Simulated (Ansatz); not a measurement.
# WCl+ (quintet): wave-function methods side by side, def2-QZVPP

The task here is to estimate one member of a computed series from the others.

Program: Ansatz 0.2.0, Gaussian basis. Level of theory: def2-QZVPP, core rule «outside noble gas», up to 9 orbitals frozen. These are calculated values, not measurements.

To be run: UHF; ROHF; CCSD(T) on UHF.

## What is computed

The geometry is a PBE0/def2-TZVP stationary point (not a proven minimum) of the parent state, kept for this charge and spin. No spin-orbit coupling is included. Elements past krypton take def2 core potentials.

2 atoms, charge 1, spin multiplicity 5.

Atoms are counted from 1 here; the program's logs count them from 0.

Bond lengths: W1–Cl2 2.275 Å.

Set-up of the first run:

in.yaml reads:

```yaml
crystal:
  periodic: [false, false, false]
  atoms:
    - {symbol: W, position_ang: [0.000000, 0.000000, 0.000000]}
    - {symbol: Cl, position_ang: [0.000000, 0.000000, 2.275000]}
basis:
  gaussian: {orbitals: "def2-QZVPP.json"}
total_charge: 1
magnetization: {spin_polarized: true, initial_magnetization: 4}
hamiltonian: {xc: hf}
output: {orbitals: {seedname: orbitals}}
```

The run is started by

```sh
> ansatz run in.yaml --threads 1 --pin off --events-out ev --progress --plain --max-ram 4096MiB --backend cpu
```

Steps of the session up to this table: UHF; ROHF; CCSD(T) on UHF.

One table of the session follows, with a row left open; its other results are not shown here.

| method | from UCCSD(T) (meV) |
| --- | --- |
| ROHF | +9175.6 |
| UHF | ? |
| UMP2 | +1007.2 |
| UCCSD | +474.2 |
| UCCSD(T) | 0 |

**Question.** Estimate the row for UHF.

As computed: from UCCSD(T) (meV): +8950.1. In the column «from UCCSD(T) (meV)» it lies between UMP2 (+1007.2) and ROHF (+9175.6).
